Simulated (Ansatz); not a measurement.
# BBrClFH3N: the cost of one run

Method: RKS B3LYP/def2-SVP, in Ansatz 0.2.0.

### 1 Starting point

Bond lengths: B1–F2 1.670 Å, B1–Cl3 1.860 Å, B1–N4 1.550 Å, N4–H5 1.060 Å, N4–H6 1.060 Å, B1–Br7 2.340 Å, Br7–H8 1.506 Å. Angles: F2–B1–Cl3 120.0°, F2–B1–N4 120.0°, F2–B1–Br7 71.6°, Cl3–B1–N4 120.0°, Cl3–B1–Br7 96.8°, N4–B1–Br7 101.3°, B1–N4–H5 120.0°, B1–N4–H6 120.0°, H5–N4–H6 120.0°, B1–Br7–H8 58.3°.

Structure file:

```xyz
8

B     0.0000    0.0000    0.0000
F     0.0000    0.0000    1.6700
Cl    1.6108    0.0000   -0.9300
N    -1.3423    0.0000   -0.7750
H    -2.0112   -0.8164   -0.6764
H    -1.5914    0.8164   -1.4036
Br    0.1049    2.2181    0.7379
H     0.0503    1.0645    1.7044
```

### 2 A restrained relaxation towards end A

Springs on the bonds that form and break draw the guess towards this end; the thresholds are loose.

Input file input.yaml:

```yaml
crystal:
  periodic: [false, false, false]
  atoms:
    - { symbol: B, position_ang: [0.0, 0.0, 0.0] }
    - { symbol: F, position_ang: [0.0, 0.0, 1.67] }
    - { symbol: Cl, position_ang: [1.6108, 0.0, -0.93] }
    - { symbol: "N", position_ang: [-1.3423, 0.0, -0.775] }
    - { symbol: H, position_ang: [-2.0112, -0.8164, -0.6764] }
    - { symbol: H, position_ang: [-1.5914, 0.8164, -1.4036] }
    - { symbol: Br, position_ang: [0.1049, 2.2181, 0.7379] }
    - { symbol: H, position_ang: [0.0503, 1.0645, 1.7044] }
basis:
  gaussian: { orbitals: def2-SVP }
hamiltonian:
  xc: b3lyp
relax:
  f_tol: 0.15
  max_steps: 25
  restrain:
    - { distance: [0, 6], at: 3.24, k: 30.0 }
    - { distance: [7, 1], at: 2.12, k: 30.0 }
    - { distance: [0, 1], at: 1.32, k: 30.0 }
    - { distance: [7, 6], at: 1.55, k: 30.0 }
```

Command:

```
> ansatz run input.yaml --threads 2 --pin off --max-ram 3072MiB --backend cpu --events-out ev --progress --plain --runs-dir out
```

What time and memory should one allow on 2 threads of Intel Xeon Platinum 8259CL at 2.50GHz (Skylake/Cascade Lake), shared host?

About 45 s, with a peak of 0.28 GiB.
